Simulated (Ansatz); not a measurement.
# C2H8Si2: a ladder of functionals and wavefunction methods

An exercise on one series of results from a longer session: the logs are not shown, and one member is left open.

Computed with Ansatz 0.2.0, Gaussian basis. Level: functionals in def2-TZVPP, the program's frozen cores in correlated methods.

Levels to be run: PBE-D4, r2SCAN-D4, PBE0-D4, B3LYP-D4, ωB97X-V, ωB97M-V, B2PLYP; CCSD(T)/def2-TZVPP; MP2/def2-QZVPP; extrapolation to the limit.

## Structure used throughout

The geometry comes from an earlier relaxation with PBE0-D4 in a triple-zeta def2 set; it is a stationary point, not always the lowest conformer.

SMILES `[SiH3]/C=C\[SiH3]`, 12 atoms, charge 0, spin multiplicity 1.

Atoms are counted from 1 here; the program's logs count them from 0.

Bond lengths: Si1–C2 1.869 Å, Si1–H5 1.485 Å, Si1–H6 1.487 Å, Si1–H7 1.488 Å, C2–C3 1.338 Å, C2–H8 1.092 Å, C3–Si4 1.870 Å, C3–H9 1.092 Å, Si4–H10 1.485 Å, Si4–H11 1.488 Å, Si4–H12 1.487 Å. Angles: C2–Si1–H5 111.1°, C2–Si1–H6 108.4°, C2–Si1–H7 111.1°, H5–Si1–H6 108.9°, H5–Si1–H7 109.0°, H6–Si1–H7 108.2°, Si1–C2–C3 127.0°, Si1–C2–H8 115.5°, C3–C2–H8 117.5°, C2–C3–Si4 127.0°, C2–C3–H9 117.5°, Si4–C3–H9 115.5°, C3–Si4–H10 111.2°, C3–Si4–H11 111.1°, C3–Si4–H12 108.4°, H10–Si4–H11 109.0°, H10–Si4–H12 108.9°, H11–Si4–H12 108.2°.

Set-up of the first run:

Input file in.yaml:

```yaml
crystal:
  periodic: [false, false, false]
  atoms:
    - {symbol: Si, position_ang: [-0.654567, 1.726096, -0.243280]}
    - {symbol: C, position_ang: [-0.312388, 0.467880, 1.096311]}
    - {symbol: C, position_ang: [0.159369, -0.773196, 0.932851]}
    - {symbol: Si, position_ang: [0.678809, -1.576839, -0.673332]}
    - {symbol: H, position_ang: [-0.969471, 1.061920, -1.534117]}
    - {symbol: H, position_ang: [-1.820268, 2.550463, 0.172409]}
    - {symbol: H, position_ang: [0.509644, 2.632744, -0.436461]}
    - {symbol: H, position_ang: [-0.546795, 0.788386, 2.113317]}
    - {symbol: H, position_ang: [0.278186, -1.389183, 1.826403]}
    - {symbol: H, position_ang: [1.147625, -0.563482, -1.653032]}
    - {symbol: H, position_ang: [-0.443088, -2.348175, -1.274194]}
    - {symbol: H, position_ang: [1.790843, -2.521715, -0.387474]}
basis:
  gaussian: {orbitals: def2-TZVPP}
hamiltonian: {xc: pbe, dispersion: d4}
output: {forces: true, orbitals: {seedname: orbitals}}
```

Run with:

```sh
> ansatz run in.yaml --threads 4 --pin off --events-out ev --progress --plain --max-ram 10444MiB
```

Steps of the session up to this table: PBE-D4 (GGA); r2SCAN-D4 (meta-GGA); PBE0-D4 (hybrid); B3LYP-D4 (hybrid); ωB97X-V (range-separated); ωB97M-V (range-separated); B2PLYP (double hybrid); CCSD(T) in def2-TZVPP; MP2 in def2-QZVPP.

One table of the session follows, with a row left open; its other results are not shown here.

It belongs to the step «Atomisation energies». 

| method | atomisation energy (kJ/mol) |
| --- | --- |
| PBE-D4 | 4111.8 |
| r2SCAN-D4 | 4104.1 |
| PBE0-D4 | 4084.5 |
| B3LYP-D4 | 4111.9 |
| ωB97X-V | 4123.7 |
| ωB97M-V | 4112.1 |
| B2PLYP | 4058.0 |
| HF/def2-TZVPP | 3129.8 |
| MP2/def2-TZVPP | 4011.7 |
| CCSD/def2-TZVPP | 3966.9 |
| CCSD(T)/def2-TZVPP | 4011.9 |
| MP2/CBS | ? |
| CCSD(T)/CBS | 4107.5 |

Estimate the missing values for MP2/CBS.

As computed: atomisation energy (kJ/mol): 4107.3. In the column «atomisation energy (kJ/mol)» it lies between r2SCAN-D4 (4104.1) and CCSD(T)/CBS (4107.5).
